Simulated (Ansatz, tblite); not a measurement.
# [In(NH3)6]3+ (InN6H18 (+3)): spin-state energies by level

Is the singlet the ground state of [In(NH3)6]3+ (InN6H18 (+3))? Other spin states are computed and compared level by level.

Computed with Ansatz 0.2.0, Gaussian basis. Level: as each input shows.

Plan: triplet, at the geometry of the singlet (GFN1-xTB, GFN2-xTB, PBE0-D4/def2-TZVP, PBE-D4/def2-TZVP, r2SCAN-D4/def2-TZVP); the singlet's energies come from earlier runs.

3 further runs of the same task are left out: 3 set aside as unsound or not needed.

**1. The relaxed structure**

The geometry is that of the singlet, from an earlier relaxation (r2SCAN-D4/def2-SVP).

25 atoms, charge 3, spin multiplicity 1.

Bond lengths: In1–N2 2.338 Å, In1–N6 2.338 Å, In1–N10 2.338 Å, In1–N14 2.338 Å, In1–N18 2.337 Å, In1–N22 2.336 Å, N2–H3 1.029 Å, N2–H4 1.029 Å, N2–H5 1.029 Å, N6–H7 1.029 Å, N6–H8 1.029 Å, N6–H9 1.029 Å, N10–H11 1.029 Å, N10–H12 1.029 Å, N10–H13 1.029 Å, N14–H15 1.029 Å, N14–H16 1.029 Å, N14–H17 1.029 Å and more. Angles: N2–In1–N6 179.4°, N2–In1–N10 90.1°, N2–In1–N14 90.5°, N2–In1–N18 89.3°, N2–In1–N22 90.1°, N6–In1–N10 90.4°, N6–In1–N14 89.0°, N6–In1–N18 90.5°, N6–In1–N22 90.1°, N10–In1–N14 179.3°, N10–In1–N18 90.0°, N10–In1–N22 89.5°, N14–In1–N18 90.3°, N14–In1–N22 90.2°, N18–In1–N22 179.2°, In1–N2–H3 114.4°, In1–N2–H4 114.6°, In1–N2–H5 114.6° and more.

As a file:

```xyz
25

In    0.0003    0.0003   -0.0001
N    -0.0079    0.0163    2.3380
H     0.8497    0.3935    2.7644
H    -0.1147   -0.9105    2.7729
H    -0.7610    0.5768    2.7601
N    -0.0134   -0.0057   -2.3377
H    -0.8271   -0.4782   -2.7553
H     0.7947   -0.4700   -2.7745
H    -0.0229    0.9297   -2.7673
N     2.3380   -0.0174    0.0021
H     2.7729    0.9152   -0.0236
H     2.7642   -0.5111   -0.7942
H     2.7609   -0.4662    0.8264
N    -2.3373    0.0057   -0.0285
H    -2.7522    0.6057   -0.7548
H    -2.7803    0.3275    0.8431
H    -2.7628   -0.9166   -0.1957
N     0.0172    2.3371    0.0141
H     0.3376    2.7518    0.9001
H    -0.9014    2.7732   -0.1457
H     0.6245    2.7686   -0.6963
N     0.0035   -2.3360    0.0117
H    -0.1673   -2.7685   -0.9067
H    -0.7047   -2.7638    0.6242
H     0.8895   -2.7575    0.3233
```

In takes a core potential in the def2 sets. No spin-orbit coupling is included. The ion is computed in the gas phase, without counter-ions or solvent.

**2. Triplet at the fixed geometry, GFN1-xTB**

Tight binding, by tblite at 300 K electronic temperature and without a spin-polarisation term:

```python
tblite.interface.Calculator('GFN1-xTB', numbers, positions, charge=3, uhf=2).singlepoint()
```

Energy -784.4815 eV; 0.071 s.

**3. Triplet at the fixed geometry, GFN2-xTB**

Tight binding, by tblite at 300 K electronic temperature and without a spin-polarisation term:

```python
tblite.interface.Calculator('GFN2-xTB', numbers, positions, charge=3, uhf=2).singlepoint()
```

Energy -713.5835 eV; 0.043 s.

**4. Triplet at the fixed geometry, PBE0-D4/def2-TZVP**

File in.yaml:

```yaml
crystal:
  periodic: [false, false, false]
  atoms:
    - {symbol: In, position_ang: [0.000261, 0.000348, -0.000113]}
    - {symbol: N, position_ang: [-0.007908, 0.016325, 2.337954]}
    - {symbol: H, position_ang: [0.849680, 0.393506, 2.764439]}
    - {symbol: H, position_ang: [-0.114701, -0.910487, 2.772904]}
    - {symbol: H, position_ang: [-0.761029, 0.576795, 2.760088]}
    - {symbol: N, position_ang: [-0.013441, -0.005690, -2.337695]}
    - {symbol: H, position_ang: [-0.827105, -0.478232, -2.755252]}
    - {symbol: H, position_ang: [0.794686, -0.470009, -2.774482]}
    - {symbol: H, position_ang: [-0.022895, 0.929662, -2.767328]}
    - {symbol: N, position_ang: [2.338050, -0.017390, 0.002075]}
    - {symbol: H, position_ang: [2.772930, 0.915233, -0.023615]}
    - {symbol: H, position_ang: [2.764199, -0.511138, -0.794195]}
    - {symbol: H, position_ang: [2.760885, -0.466151, 0.826357]}
    - {symbol: N, position_ang: [-2.337304, 0.005662, -0.028473]}
    - {symbol: H, position_ang: [-2.752227, 0.605666, -0.754791]}
    - {symbol: H, position_ang: [-2.780259, 0.327537, 0.843084]}
    - {symbol: H, position_ang: [-2.762796, -0.916594, -0.195733]}
    - {symbol: N, position_ang: [0.017213, 2.337125, 0.014069]}
    - {symbol: H, position_ang: [0.337559, 2.751819, 0.900118]}
    - {symbol: H, position_ang: [-0.901429, 2.773189, -0.145664]}
    - {symbol: H, position_ang: [0.624547, 2.768612, -0.696290]}
    - {symbol: N, position_ang: [0.003536, -2.335985, 0.011691]}
    - {symbol: H, position_ang: [-0.167294, -2.768513, -0.906662]}
    - {symbol: H, position_ang: [-0.704653, -2.763820, 0.624188]}
    - {symbol: H, position_ang: [0.889484, -2.757482, 0.323346]}
basis:
  gaussian: {orbitals: def2-TZVP}
total_charge: 3
magnetization: {spin_polarized: true, initial_magnetization: 2}
hamiltonian: {xc: pbe0, dispersion: d4}
scf: {omitted_lower_state_checks: [starts]}
output: {orbitals: {seedname: orbitals}}
```

Command:

```sh
> ansatz run in.yaml --threads 4 --pin off --events-out ev --progress --plain --max-ram 4787MiB
```

Output:

```text
Functional definition: PBE0
  name "PBE0"
  cite "Adamo & Barone, J. Chem. Phys. 110, 6158 (1999) doi:10.1063/1.478522"
  cite "Perdew, Burke & Ernzerhof, Phys. Rev. Lett. 77, 3865 (1996) doi:10.1103/PhysRevLett.77.3865"
  parent pbe
  parameter a = 0.25
  parameter kappa = 0.804
  parameter beta = 0.06672455060314922
  exchange = (1 - a)*pbe_x(kappa = kappa, mu = beta*pi^2/3) + a*exact_x
  correlation = pbe_c(beta = beta)
these checks for a lower state are left out or cut short: starts
2203 factors; their error is unknown
mean field evaluation 1: about -14316.4966 eV, gradient 1.2e2 eV
mean field evaluation 2: about -14271.9849 eV, gradient 1.5e2 eV
mean field evaluation 4: about -14367.6708 eV, gradient 2.5e1 eV
mean field evaluation 8: about -14370.2895 eV, gradient 7.8e-1 eV
mean field evaluation 16: about -14370.3011 eV, gradient 7.1e-2 eV
mean field evaluation 32: about -14370.3016 eV, gradient 6.7e-3 eV
mean field -14370.30163466 eV, -528.0988445333 hartree, gradient 7.8e-6 eV, S^2 2.009759; 0 other end points of the search recorded, 0 dependent functions left out
reference -14370.30167996 eV, -528.0988461982 hartree; 40, 38 occupied and 304, 306 virtual orbitals, 2203 factors
Total energy: -14370.71417833 eV, -528.1140052336 hartree
Checks for a lower state left out: starts
```

It took 3.9 min on 4 threads of Intel Xeon at 2.50GHz, shared host; peak memory 1.8 GiB.

Report: HOMO -14.52 eV, LUMO -19.50 eV (over both spins; with the spin held, an empty level of the minority spin lies below the top filled one); ⟨S²⟩ 2.010 (pure: 2.00).

**5. Triplet at the fixed geometry, PBE-D4/def2-TZVP**

start.molden holds the orbitals of an earlier run on this state, given as this run's starting guess.

Changes to in.yaml since step 4:

```diff
@@ -29,6 +29,6 @@
 basis:
-  gaussian: {orbitals: def2-TZVP}
+  gaussian: {orbitals: def2-TZVP, initial_orbitals: start.molden}
 total_charge: 3
 magnetization: {spin_polarized: true, initial_magnetization: 2}
-hamiltonian: {xc: pbe0, dispersion: d4}
+hamiltonian: {xc: pbe, dispersion: d4}
 scf: {omitted_lower_state_checks: [starts]}
```

Same command.

Output:

```text
Functional definition: PBE
  name "PBE"
  cite "Perdew, Burke & Ernzerhof, Phys. Rev. Lett. 77, 3865 (1996) doi:10.1103/PhysRevLett.77.3865"
  parent pbe
  parameter kappa = 0.804
  parameter beta = 0.06672455060314922
  exchange = pbe_x(kappa = kappa, mu = beta*pi^2/3)
  correlation = pbe_c(beta = beta)
these checks for a lower state are left out or cut short: starts
2110 factors; their error is unknown
mean field evaluation 1: about -14370.1337 eV, gradient 8.4e0 eV
mean field evaluation 2: about -14370.3084 eV, gradient 2.0e-1 eV
mean field evaluation 4: about -14370.2298 eV, gradient 5.2e-3 eV
mean field evaluation 8: about -14370.2298 eV, gradient 2.4e-5 eV
mean field -14370.22980798 eV, -528.0962049516 hartree, gradient 9.9e-6 eV, S^2 2.002596; 0 other end points of the search recorded, 0 dependent functions left out
reference -14370.22987171 eV, -528.0962072939 hartree; 40, 38 occupied and 304, 306 virtual orbitals, 2110 factors
Total energy: -14370.70236248 eV, -528.1135710091 hartree
Checks for a lower state left out: starts
```

Wall time 48 s (4 threads of Intel Xeon at 2.50GHz, shared host); peak memory 1.7 GiB.

HOMO -13.95 eV, LUMO -19.78 eV (over both spins; with the spin held, an empty level of the minority spin lies below the top filled one); ⟨S²⟩ 2.003 (pure: 2.00).

**6. Triplet at the fixed geometry, r2SCAN-D4/def2-TZVP**

Changes to in.yaml since step 5:

```diff
@@ -32,3 +32,3 @@
 magnetization: {spin_polarized: true, initial_magnetization: 2}
-hamiltonian: {xc: pbe, dispersion: d4}
+hamiltonian: {xc: r2scan, dispersion: d4}
 scf: {omitted_lower_state_checks: [starts]}
```

Launched as before.

Output, shortened:

```text
Functional definition: r2SCAN
  name "r2SCAN"
  cite "Furness, Kaplan, Ning, Perdew & Sun, J. Phys. Chem. Lett. 11, 8208 (2020) doi:10.1021/acs.jpclett.0c02405"
  cite "Furness, Kaplan, Ning, Perdew & Sun, J. Phys. Chem. Lett. 11, 9248 (2020) doi:10.1021/acs.jpclett.0c03077"
  parent r2scan
[...]
2110 factors; their error is unknown
[...]
mean field -14378.19640434 eV, -528.3889719678 hartree, gradient 2.8e-6 eV, S^2 2.006486; 0 other end points of the search recorded, 0 dependent functions left out
reference -14378.19642430 eV, -528.3889727014 hartree; 40, 38 occupied and 304, 306 virtual orbitals, 2110 factors
Total energy: -14378.33226701 eV, -528.3939648290 hartree
Checks for a lower state left out: starts
```

It took 89 s on 4 threads of Intel Xeon at 2.50GHz, shared host; peak memory 1.8 GiB.

Report: HOMO -13.80 eV, LUMO -19.85 eV (over both spins; with the spin held, an empty level of the minority spin lies below the top filled one); ⟨S²⟩ 2.006 (pure: 2.00).

**7. Triplet less singlet, vertical**

The singlet's energies are those of its earlier runs, whose logs aren't repeated here.

```
              level  triplet less singlet, vertical (eV)     time
           GFN1-xTB                               +4.461   0.13 s
           GFN2-xTB                               +4.321  0.074 s
   PBE-D4/def2-TZVP                               +5.893     61 s
r2SCAN-D4/def2-TZVP                               +6.344  1.7 min
  PBE0-D4/def2-TZVP                               +6.717  4.3 min
```

Times add the two runs; a level without a time comes out of a correlated run. Tight binding without a spin term can't rank spin states.

**8. What came out**

| quantity | value |
| --- | --- |
| triplet less singlet, vertical, functionals in def2-TZVP | +5.893 (PBE-D4) to +6.717 eV (PBE0-D4) |

All functionals put the triplet above the singlet, over a spread of 0.824 eV. The checks for a lower triplet were left out, so another state of that spin may lie lower. These are electronic energies, without zero-point motion, entropy or surroundings.
